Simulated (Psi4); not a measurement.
# One shape, several levels: [SiNH2F2]− (SMILES N[Si-](F)F)

Wanted: a comparison of 3 runs (HF/STO-3G, HF/3-21G, B3LYP/6-31G*) of [SiNH2F2]−. 

The calculation is run with Psi4 1.11.

## (1) The system as given

[SiNH2F2]−: 6 atoms, total charge -1, spin state singlet. As SMILES, `N[Si-](F)F`. The Si2–F3 distance was set to 3.750 Å, away from the relaxed value. At this shape a bond of the SMILES string is far longer than usual.

Bond lengths: N1–Si2 1.808 Å, Si2–F4 1.705 Å, N1–H5 1.013 Å, N1–H6 1.013 Å. Angles: N1–Si2–F4 96.0°, Si2–N1–H5 112.3°, Si2–N1–H6 112.4°, H5–N1–H6 107.5°.

## (2) Energy and gradient at HF/STO-3G (run 1)

The input, f2h2nsi.xyz:

```xyz
6
F2H2NSi
N     -0.208226     1.624671    -1.801207
Si     0.702924     0.119781    -2.220407
F      0.596070    -1.356640     1.225280
F     -0.648556    -0.758379    -2.777117
H      0.325614     2.242911    -1.201467
H     -0.476406     2.154271    -2.622417
```

The input, job.py:

```python
import psi4

psi4.set_memory(1600000000)
psi4.set_num_threads(1)
psi4.set_output_file('output.dat', False)

with open('f2h2nsi.xyz') as f:
    atoms = ''.join(f.readlines()[2:])
geom = psi4.geometry('-1 1\n' + atoms + 'symmetry c1')

psi4.set_options({
    'reference': 'rhf',
    'puream': True,
    'e_convergence': 1e-09,
    'd_convergence': 1e-08,
    'scf_type': 'pk',
})

e_tot, wfn = psi4.gradient('scf/STO-3G', return_wfn=True)
psi4.oeprop(wfn, 'MULLIKEN_CHARGES', 'LOWDIN_CHARGES', 'DIPOLE')
print('gradient / Eh bohr^-1')
print(e_tot.np.round(6))
print(f'energy = {wfn.energy():.10f} Eh')
for k, v in sorted(psi4.core.scalar_variables().items()):
    print(f'{k:45s} {v:18.10f}')
```

Command:

```
$ python job.py
```

output.dat:

```text
[...]
  Running in c1 symmetry.
[...]
  Nuclear repulsion =  134.970120940996821
[...]
  Multiplicity = 1
[...]
  Nalpha       = 21
  Nbeta        = 21
[...]
    Number of basis functions: 26
[...]
   @RHF iter   1:  -536.07268577166849   -2.21331e+00   1.05596e-02 DIIS/ADIIS
[...]
   @RHF iter  15:  -536.17175559411237   -2.04636e-12   9.34548e-09 DIIS
[...]
    Orbital Energies [Eh]
    ---------------------
    Doubly Occupied:
       1A    -67.709917     2A    -25.582584     3A    -25.015851
       4A    -15.049270     5A     -5.715935     6A     -3.733838
       7A     -3.733084     8A     -3.731565     9A     -1.202456
      10A     -0.878127    11A     -0.791415    12A     -0.403095
      13A     -0.395583    14A     -0.260236    15A     -0.222712
      16A     -0.207533    17A     -0.166766    18A     -0.052613
      19A      0.168128    20A      0.168215    21A      0.243728
[...]
  @RHF Final Energy:  -536.17175559411237
   => Energetics <=
    Nuclear Repulsion Energy =            134.9701209409968214
    One-Electron Energy =               -1033.7387315166645294
    Two-Electron Energy =                 362.5968549815552819
    Total Energy =                       -536.1717555941124829
[...]
  -Total Gradient:
     Atom            X                  Y                   Z
    ------   -----------------  -----------------  -----------------
       1        0.001188328337     0.038495455281    -0.000268183533
       2        0.038587921732     0.027389258193    -0.007114677683
       3       -0.001032772277    -0.005977082271     0.013659754190
       4       -0.036960856405    -0.032032816185    -0.013688491773
       5       -0.008045490633    -0.012840213479    -0.002173640698
       6        0.006262869248    -0.015034601541     0.009585239500
[...]
 Multipole Moments:
 ------------------------------------------------------------------------------------
     Multipole            Electronic (a.u.)      Nuclear  (a.u.)        Total (a.u.)
 ------------------------------------------------------------------------------------
 L = 1.  Multiply by 2.5417464519 to convert [e a0] to [Debye]
 Dipole X            :          0.2011698           -0.0772767            0.1238932
 Dipole Y            :         -4.3756487            6.1161673            1.7405186
 Dipole Z            :         -1.1809865           -2.1535286           -3.3345151
 Magnitude           :                                                    3.7634751
[...]
  Mulliken Charges: (a.u.)
   Center  Symbol    Alpha    Beta     Spin     Total
       1     N     3.80318  3.80318  0.00000 -0.60636
       2    SI     6.73666  6.73666  0.00000  0.52668
       3     F     4.86603  4.86603  0.00000 -0.73207
       4     F     4.68854  4.68854  0.00000 -0.37709
       5     H     0.44946  0.44946  0.00000  0.10107
       6     H     0.45612  0.45612  0.00000  0.08777
   Total alpha = 21.00000, Total beta = 21.00000, Total charge = -1.00000
  Lowdin Charges: (a.u.)
   Center  Symbol    Alpha    Beta     Spin     Total
[...]
```

On the terminal:

```text
gradient / Eh bohr^-1
[[ 0.001188  0.038495 -0.000268]
 [ 0.038588  0.027389 -0.007115]
 [-0.001033 -0.005977  0.01366 ]
 [-0.036961 -0.032033 -0.013688]
 [-0.008045 -0.01284  -0.002174]
 [ 0.006263 -0.015035  0.009585]]
energy = -536.1717555941 Eh
CURRENT ENERGY                                   -536.1717555941
CURRENT REFERENCE ENERGY                         -536.1717555941
DD SOLVATION ENERGY                                 0.0000000000
HF KINETIC ENERGY                                 533.8543739142
HF POTENTIAL ENERGY                             -1070.0261295083
HF TOTAL ENERGY                                  -536.1717555941
HF VIRIAL RATIO                                     2.0043408499
NUCLEAR REPULSION ENERGY                          134.9701209410
ONE-ELECTRON ENERGY                             -1033.7387315167
PCM POLARIZATION ENERGY                             0.0000000000
PE ENERGY                                           0.0000000000
SCF ITERATION ENERGY                             -536.1717555941
SCF ITERATIONS                                     15.0000000000
SCF TOTAL ENERGY                                 -536.1717555941
TWO-ELECTRON ENERGY                               362.5968549816
```

Run time: 1.2 s. Hardware: 1 thread of Intel Xeon 6975P-C (Granite Rapids), shared host; peak memory 0.18 GiB.

## (3) Energy and forces at HF/3-21G (run 2)

The input, run.py:

```python
import psi4

psi4.set_memory(1600000000)
psi4.set_num_threads(1)
psi4.core.set_output_file('run.log', False)

m = psi4.geometry("""
-1 1
N     -0.208226     1.624671    -1.801207
Si     0.702924     0.119781    -2.220407
F      0.596070    -1.356640     1.225280
F     -0.648556    -0.758379    -2.777117
H      0.325614     2.242911    -1.201467
H     -0.476406     2.154271    -2.622417
units angstrom
symmetry c1
no_reorient
no_com
""")

psi4.set_options({
    'basis': '3-21G',
    'reference': 'rhf',
    'puream': True,
    'e_convergence': 1e-09,
    'd_convergence': 1e-08,
    'scf_type': 'pk',
})

result, w = psi4.gradient('hf', molecule=m, return_wfn=True)
print('gradient / Eh bohr^-1')
print(result.np.round(6))
print(f'energy = {w.energy():.10f} Eh')
for k, v in sorted(psi4.core.scalar_variables().items()):
    print(f'{k:45s} {v:18.10f}')
```

Command:

```
$ python run.py
```

run.log:

```text
[...]
  Running in c1 symmetry.
[...]
  Nuclear repulsion =  134.970120940996793
[...]
  Multiplicity = 1
[...]
  Nalpha       = 21
  Nbeta        = 21
[...]
    Number of basis functions: 44
[...]
   @RHF iter   1:  -540.29420421388932   -1.44274e+00   1.54372e-02 DIIS/ADIIS
[...]
   @RHF iter  13:  -540.45498028375914   -5.45697e-12   7.70955e-09 DIIS
[...]
    Orbital Energies [Eh]
    ---------------------
    Doubly Occupied:
       1A    -68.225942     2A    -25.945674     3A    -25.533750
       4A    -15.325839     5A     -6.017286     6A     -4.110318
       7A     -4.109254     8A     -4.107666     9A     -1.362459
      10A     -1.003167    11A     -0.959053    12A     -0.554041
      13A     -0.511172    14A     -0.457027    15A     -0.435449
      16A     -0.410506    17A     -0.305787    18A     -0.210321
      19A     -0.070792    20A     -0.070714    21A     -0.046508
[...]
  @RHF Final Energy:  -540.45498028375914
   => Energetics <=
    Nuclear Repulsion Energy =            134.9701209409967930
    One-Electron Energy =               -1031.3047492744587998
    Two-Electron Energy =                 355.8796480497028938
    Total Energy =                       -540.4549802837591415
[...]
 Multipole Moments:
 ------------------------------------------------------------------------------------
     Multipole            Electronic (a.u.)      Nuclear  (a.u.)        Total (a.u.)
 ------------------------------------------------------------------------------------
 L = 1.  Multiply by 2.5417464519 to convert [e a0] to [Debye]
 Dipole X            :        -14.8658850           14.6646300           -0.2012550
 Dipole Y            :          5.9594099           -3.0015616            2.9578483
 Dipole Z            :        114.8716988         -116.1889869           -1.3172881
 Magnitude           :                                                    3.2441668
[...]
  -Total Gradient:
     Atom            X                  Y                   Z
    ------   -----------------  -----------------  -----------------
       1       -0.032903506867     0.001753434922     0.012452936029
       2        0.043185674739     0.023375035545    -0.019525059171
       3       -0.001325218415    -0.009642668338     0.019562818220
       4       -0.030116392117    -0.017834761684    -0.005315601806
       5        0.006336198226     0.002159428252    -0.004120975978
       6        0.014823244438     0.000189531305    -0.003054117309
[...]
```

Standard output:

```text
gradient / Eh bohr^-1
[[-0.032904  0.001753  0.012453]
 [ 0.043186  0.023375 -0.019525]
 [-0.001325 -0.009643  0.019563]
 [-0.030116 -0.017835 -0.005316]
 [ 0.006336  0.002159 -0.004121]
 [ 0.014823  0.00019  -0.003054]]
energy = -540.4549802838 Eh
CURRENT ENERGY                                   -540.4549802838
CURRENT REFERENCE ENERGY                         -540.4549802838
DD SOLVATION ENERGY                                 0.0000000000
HF KINETIC ENERGY                                 539.7405007217
HF POTENTIAL ENERGY                             -1080.1954810054
HF TOTAL ENERGY                                  -540.4549802838
HF VIRIAL RATIO                                     2.0013237464
NUCLEAR REPULSION ENERGY                          134.9701209410
ONE-ELECTRON ENERGY                             -1031.3047492745
PCM POLARIZATION ENERGY                             0.0000000000
PE ENERGY                                           0.0000000000
SCF ITERATION ENERGY                             -540.4549802838
SCF ITERATIONS                                     13.0000000000
SCF TOTAL ENERGY                                 -540.4549802838
TWO-ELECTRON ENERGY                               355.8796480497
```

Wall time 1.2 s (1 thread of Intel Xeon 6975P-C (Granite Rapids), shared host); peak memory 0.18 GiB.

## (4) Energy and forces at B3LYP/6-31G(d) (Cartesian functions) (run 3)

The input, run.py:

```python
import numpy as np
from ase.calculators.psi4 import Psi4
from ase import Atoms

a = Atoms(['N', 'Si', 'F', 'F', 'H', 'H'], positions=[
    [-0.208226, 1.624671, -1.801207],
    [0.702924, 0.119781, -2.220407],
    [0.596070, -1.356640, 1.225280],
    [-0.648556, -0.758379, -2.777117],
    [0.325614, 2.242911, -1.201467],
    [-0.476406, 2.154271, -2.622417],
])
calc = Psi4(atoms=a, method='b3lyp', basis='6-31G*', memory='1600MB', num_threads=1, charge=-1, multiplicity=1, label='f2h2nsi')
calc.psi4.set_options({'puream': False, 'e_convergence': 1e-09, 'd_convergence': 1e-08, 'scf_type': 'pk', 'dft_radial_points': 99, 'dft_spherical_points': 590})
a.calc = calc

forces = a.get_forces()
print(f'energy: {a.get_potential_energy():.6f} eV')
print('forces / eV A^-1')
print(np.round(forces, 5))
```

Command:

```
$ python run.py
```

f2h2nsi.dat:

```text
[...]
  Running in c1 symmetry.
[...]
  Nuclear repulsion =  134.970120940996821
[...]
  Multiplicity = 1
[...]
  Nalpha       = 21
  Nbeta        = 21
[...]
    Number of basis functions: 68
[...]
   @RKS iter   1:  -544.67856306115061   -5.71922e-01   1.55281e-02 DIIS/ADIIS
[...]
   @RKS iter  17:  -545.12149009504935   -4.54747e-12   7.30783e-09 DIIS
[...]
    Orbital Energies [Eh]
    ---------------------
    Doubly Occupied:
       1A    -66.016587     2A    -24.497805     3A    -24.245755
       4A    -14.169915     5A     -5.154244     6A     -3.515321
       7A     -3.512895     8A     -3.509088     9A     -0.973059
      10A     -0.700752    11A     -0.691886    12A     -0.352606
      13A     -0.339914    14A     -0.264195    15A     -0.232511
      16A     -0.221797    17A     -0.145815    18A     -0.082903
      19A      0.026076    20A      0.027804    21A      0.027993
[...]
  @RKS Final Energy:  -545.12149009504935
   => Energetics <=
    Nuclear Repulsion Energy =            134.9701209409968214
    One-Electron Energy =               -1034.3296275423235784
    Two-Electron Energy =                 394.4446661638852447
    DFT Exchange-Correlation Energy =     -40.2066496576078904
    Empirical Dispersion Energy =           0.0000000000000000
    VV10 Nonlocal Energy =                  0.0000000000000000
    Total Energy =                       -545.1214900950493529
[...]
 Multipole Moments:
 ------------------------------------------------------------------------------------
     Multipole            Electronic (a.u.)      Nuclear  (a.u.)        Total (a.u.)
 ------------------------------------------------------------------------------------
 L = 1.  Multiply by 2.5417464519 to convert [e a0] to [Debye]
 Dipole X            :         -0.0904498           -0.0772767           -0.1677264
 Dipole Y            :         -3.9350555            6.1161673            2.1811118
 Dipole Z            :         -0.8642690           -2.1535286           -3.0177976
 Magnitude           :                                                    3.7272621
[...]
  -Total Gradient:
     Atom            X                  Y                   Z
    ------   -----------------  -----------------  -----------------
       1       -0.011363553836     0.011291865483     0.001714752208
       2        0.030776335715     0.015240944272    -0.011111196411
       3       -0.000935802133    -0.006523869933     0.012749511236
       4       -0.023177418032    -0.014103149585    -0.003926133060
       5       -0.002681227232    -0.003054669575    -0.003112038024
       6        0.007396037661    -0.002821865756     0.003703620487
[...]
```

On the terminal:

```text
energy: -14833.511297 eV
forces / eV A^-1
[[ 0.58434 -0.58065 -0.08818]
 [-1.58258 -0.78372  0.57136]
 [ 0.04812  0.33547 -0.65561]
 [ 1.19183  0.72521  0.20189]
 [ 0.13787  0.15708  0.16003]
 [-0.38032  0.14511 -0.19045]]
```

Wall time 9.3 s (1 thread of Intel Xeon 6975P-C (Granite Rapids), shared host); peak memory 0.74 GiB.

## (5) All runs side by side

| run | level | Cartesian functions | integration grid | energy (Eh) | HOMO energy (eV) | LUMO energy (eV) | HOMO–LUMO gap (eV) | wall time |
| --- | --- | --- | --- | --- | --- | --- | --- | --- |
| 1 | HF/STO-3G | no | – | -536.171756 | 6.63 | 11.10 | 4.47 | 1.2 s |
| 2 | HF/3-21G | no | – | -540.454980 | -1.27 | 5.51 | 6.78 | 1.2 s |
| 3 | B3LYP/6-31G* (Cartesian functions) | yes | 99 radial × 590 angular | -545.121490 | 0.76 | 2.66 | 1.90 | 9.3 s |

## (6) Summary of results

```
                                                    quantity          value
                                         run 3: total energy  -545.12149 Eh
                                          run 3: HOMO energy        0.76 eV
                                          run 3: LUMO energy        2.66 eV
run 3: HOMO–LUMO gap (to an unbound level, set by the basis)        1.90 eV
                             run 3: largest force on an atom     1.856 eV/Å
```

The HOMO–LUMO gap runs from 1.90 eV (B3LYP/6-31G*) to 6.78 eV (HF/3-21G). The two ends differ in method and basis. The empty levels of an anion lie above zero and hang on the basis. In runs 1, 3 the HOMO lies above zero, so the outermost electron may be held by the basis alone. In run 1 the basis is minimal, so the values are rough. All runs together took 12 s, the longest 9.3 s.
